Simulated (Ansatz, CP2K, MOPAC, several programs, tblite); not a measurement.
Energy against volume for In4BiP3, ordered on the zincblende lattice (P-43m) with 8 atoms a cell, at fixed shape and fractional coordinates, computed by several methods (PBE and r2SCAN, where shown, with plane waves in Ansatz); the cell shown is that of r2SCAN. With free coordinates or axes held, a curve is too stiff, and on another method's shape its minimum isn't the method's own volume. The symmetry is P-43m (No. 215, cubic); a = 6.117 Å in the conventional setting, 28.61 Å³ an atom. Around P lie 4 In at 2.60 Å; around In lie 3 P at 2.60 Å and 1 Bi at 2.80 Å; around Bi lie 4 In at 2.80 Å. Computed, not measured; no magnetism was allowed, and whether the structure is a known phase isn't checked. Energies count from each curve's lowest point; fits are third-order Birch-Murnaghan.

```
CELL_PARAMETERS angstrom
6.11677 0.00000 0.00000
0.00000 6.11677 0.00000
0.00000 0.00000 6.11677
ATOMIC_POSITIONS crystal
P 0.50000 0.00000 0.00000
In 0.23527 0.76473 0.76473
P 0.00000 0.50000 0.00000
In 0.76473 0.23527 0.76473
P 0.00000 0.00000 0.50000
In 0.76473 0.76473 0.23527
Bi 0.50000 0.50000 0.50000
In 0.23527 0.23527 0.23527
```

PM7 (MOPAC), on the shape of the cell shown, as a cluster of 64 atoms at the zone centre:
```csv
V (Å³/atom),E (meV/atom)
25.174,1988.25
26.891,1211.98
28.607,669.66
30.324,261.95
32.040,0.00
```
The lowest point is an end point, so the minimum isn't bracketed.

PBE/SZV (CP2K), on the shape of the cell shown:
```
V (Å³/atom)  E (meV/atom)
     25.174        226.97
     26.891         96.51
     28.607         26.44
     30.324          0.00
     32.040          5.38
```
V₀ = 30.83 Å³ an atom and B₀ = 48 GPa.

PBE/DZVP (CP2K), on the shape of the cell shown:
```csv
V (Å³/atom),E (meV/atom)
25.174,143.04
26.891,47.32
28.607,4.65
30.324,0.00
32.040,22.55
```
V₀ = 29.70 Å³ an atom and B₀ = 49 GPa.

r2SCAN, on the shape of its own relaxed cell:

| V (Å³/atom) | E (meV/atom) |
| --- | --- |
| 26.891 | 20.17 |
| 27.749 | 4.76 |
| 28.607 | 0.00 |
| 29.465 | 4.34 |
| 30.324 | 16.42 |

V₀ = 28.60 Å³ an atom and B₀ = 56 GPa.

GFN2-xTB (tblite), on the shape of the cell shown, as a cluster of 64 atoms at the zone centre:
```tsv
V (Å³/atom)	E (meV/atom)
25.174	205.96
26.891	84.78
28.607	21.72
30.324	0.00
32.040	7.65
```
V₀ = 30.65 Å³ an atom and B₀ = 46 GPa.
